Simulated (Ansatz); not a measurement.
# Cr: which structure wins at one pressure

Which of bcc, hcp, sc, simple hexagonal, diamond has the lowest enthalpy for Cr at one common pressure? Methods of the runs shown: PAW.

Program: Ansatz 0.2.0. Level of theory: DFT, LDA, PAW with Ansatz's default frozen-core files, scalar-relativistic. These are calculated values, not measurements.

## (1) The starting structure

Symmetry: Im-3m, No. 229, cubic system. Conventional cell: a = 2.789 Å, b = 2.789 Å, c = 2.789 Å, α = 90.00°, β = 90.00°, γ = 90.00°. Cr (site symmetry m-3m) has 8 Cr at 2.41 Å in its first shell of neighbours.

Structure file:

```xyz
1
Lattice="-1.3943 1.3943 1.3943 1.3943 -1.3943 1.3943 1.3943 1.3943 -1.3943" Properties=species:S:1:pos:R:3 pbc="T T T"
Cr    0.0000    0.0000    0.0000
```

## (2) Cell relaxed at zero pressure, PAW

input.yaml

```yaml
crystal:
  lattice:
    - [-1.3942793776, 1.3942793776, 1.3942793776]
    - [1.3942793776, -1.3942793776, 1.3942793776]
    - [1.3942793776, 1.3942793776, -1.3942793776]
  atoms:
    - { symbol: Cr, position: [0.0, 0.0, 0.0], spin: 2.0 }
magnetization:
  spin_polarized: true
kpoints:
  mp_grid: { grid: [21, 21, 21] }
scf:
  occupations: { method: fermi_dirac, width: 0.1 }
hamiltonian:
  xc: lda
  pseudopotentials: { kind: paw }
output:
  forces: true
  stress: true
relax:
  f_tol: 0.005
  max_steps: 40
  cell: {}
```

Started as:

```console
$ ansatz run input.yaml --threads 2 --pin off --max-ram 7168MiB --backend cpu --events-out ev --progress --plain --runs-dir out
```

After this run come: Volume scaled by 0.719, to set the pressure, PAW; Bcc relaxed under pressure, PAW; Hcp relaxed under pressure, PAW; Sc relaxed under pressure, PAW; Simple hexagonal relaxed under pressure, PAW; Diamond relaxed under pressure, PAW.

**Question.** What will these runs give? Wanted: pressure; lowest.

The runs gave:

| quantity | value |
| --- | --- |
| pressure | 190 GPa |
| lowest (PAW) | bcc, 565.0 meV/atom under hcp |

In words: By PAW the order is bcc < hcp < simple hexagonal < sc < diamond. Only these structures were tried, with electrons smeared by 0.1 eV and without vibrations, so the true ground state may be another. The k meshes differ between phases and weren't tested, which can move differences by some meV.
